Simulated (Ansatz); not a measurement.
This Ansatz 0.2.0 run on WAu needs a look.

input.yaml

```yaml
crystal:
  lattice:
    - [0.0, 2.7928416, 2.90921]
    - [2.7928416, 0.0, 2.90921]
    - [2.7928416, 2.7928416, 0.0]
  atoms:
    - { symbol: W, position: [0.0, 0.0, 0.0] }
    - { symbol: Au, position: [0.75, 0.75, 0.75] }
hamiltonian:
  xc: pbe
  pseudopotentials: { kind: paw }
kpoints:
  mp_grid: { grid: [7, 7, 7] }
  band_path:
    path:
      - [[0.0, 0.0, 0.0], [-0.5, 0.0, -0.5], [-0.5, -0.2304, -0.7304], [-0.3652, -0.3652, -0.7304], [0.0, 0.0, 0.0], [0.5, 0.5, 0.0], [0.3652, 0.3652, -0.2696], [0.0, 0.0, -0.5], [-0.25, 0.25, -0.5], [0.2304, 0.5, -0.2696], [0.5, 0.5, 0.0]]
      - [[-0.5, 0.0, -0.5], [-0.25, 0.25, -0.5]]
    npoints: 14
scf:
  occupations: { method: fermi_dirac, width: 0.05 }
  n_extra_bands: 6
  max_iter: 100
output:
  forces: true
  stress: true
  eigenvalues: true
  fatbands: false
basis:
  ecutwfc: "120 eV"
```

Potentials or basis: Ansatz PAW.

Command:

```console
$ ansatz run input.yaml --threads 2 --pin off --max-ram 5632MiB --backend cpu --events-out ev --progress --plain --runs-dir out
```

Output:

```text
Warning: basis.ecutwfc = 120 eV is below the records' recommended 420 eV, and the density's cutoff is lower with it unless basis.ecutrho_ratio is high enough to keep the records' density cutoff: compare with a run at a higher cutoff
Warning: RAYON_NUM_THREADS=2 ignored (pool sized by the plan → 2); use --threads N
[... 1 line left out ...]
Engine: ansatz 0.2.0, aarch64-unknown-linux-gnu
Pseudopotentials: kind: paw
Pseudopotential: W, paw, valence charge 14, recommended cutoff 420 eV (normal), W.paw.azcp
Pseudopotential: Au, paw, valence charge 19, recommended cutoff 420 eV (normal), Au.paw.azcp
Functional definition: PBE
  parameter kappa = 0.804
  parameter beta = 0.06672455060314922
  exchange = pbe_x(kappa = kappa, mu = beta*pi^2/3)
  correlation = pbe_c(beta = beta)
Crystal: 2 atoms, lattice volume = 45.383 Å³
Basis set: ecut = 120 eV, 137 PW (Γ), exchange–correlation on 30×30×30 points (8 copies of the dense FFT grid, shifted against one another)
Bands: 23, of which v1, the nominal top of the filled ones, is band 17 counted from 1 (16 counted from 0)
Symmetry: 8 space group operations
Space group: I-4m2 (ITA 119), of the structure as read, at distance tolerance 3.6e-5 Å
k-points: 40 of 343 (time reversal used)
Non-local potential: W, projectors of the file, l = 0: 3, l = 1: 2, l = 2: 2, l = 3: 1
Non-local potential: Au, projectors of the file, l = 0: 3, l = 1: 2, l = 2: 2, l = 3: 1
[... 20 lines left out ...]
Free energy (F): -23347.364676 eV
Harris-Foulkes:  -23347.364676 eV  (|F-HF|=3.10e-8)
Internal energy: -23347.346906 eV  (E = F + TS)
E sigma→0 (E₀):  -23347.355791 eV
Entropy (-TS):   -0.017771 eV (-8.885 meV/atom)
Fermi energy:    16.507196 eV
--- Per-component energies (eV) ---
  E_band       = -679.597234
  E_kinetic    = 1077.612727
  E_local      = -3035.682901  (includes V_loc(G=0)·N_el)
  E_nonlocal   = -52.283821
  E_hartree    = 1105.559083
  E_xc         = -498.529982
  E_vxc        = -524.498136  (∫ρ·V_xc dr)
  E_paw        = -18153.300026  (= ΣΔE_a)
  E_vpaw       = -355.814016  (= ΣTr[D̂ρ^β])
  E_aug_tail   = -0.053611  (compensation charges beyond the density's cutoff)
  E_ewald      = -3790.668374
  E_smearing   = -0.017771  (= −TS)
  E_closure    = 0.000000  (closes the sum)
  Σ components = -23347.364676   (vs F -23347.364676, Δ=0.00e0)
--- Forces (eV/Å), atoms counted from 1 ---
  atom   1  W      0.00000000     0.00000000     0.00000000
  atom   2  Au    -0.00000000    -0.00000000    -0.00000000
  max |Σ_I F_I| component: 2.08e-17 eV/Å
--- Stress (GPa, compression-positive) ---
       33.767701       0.000000      -0.000000
        0.000000      33.767701      -0.000000
       -0.000000      -0.000000      26.942706
  P = ⅓ Tr σ = 31.4927 GPa (314.927 kbar)
[... 6 lines left out ...]
```

Task: Diagnose the run.

Result: The run converged. The input holds a flaw that was put in on purpose: a cutoff far too low (basis.ecutwfc = 120 eV). The program doesn't stop on it, so the numbers can't be trusted though the run ends normally.
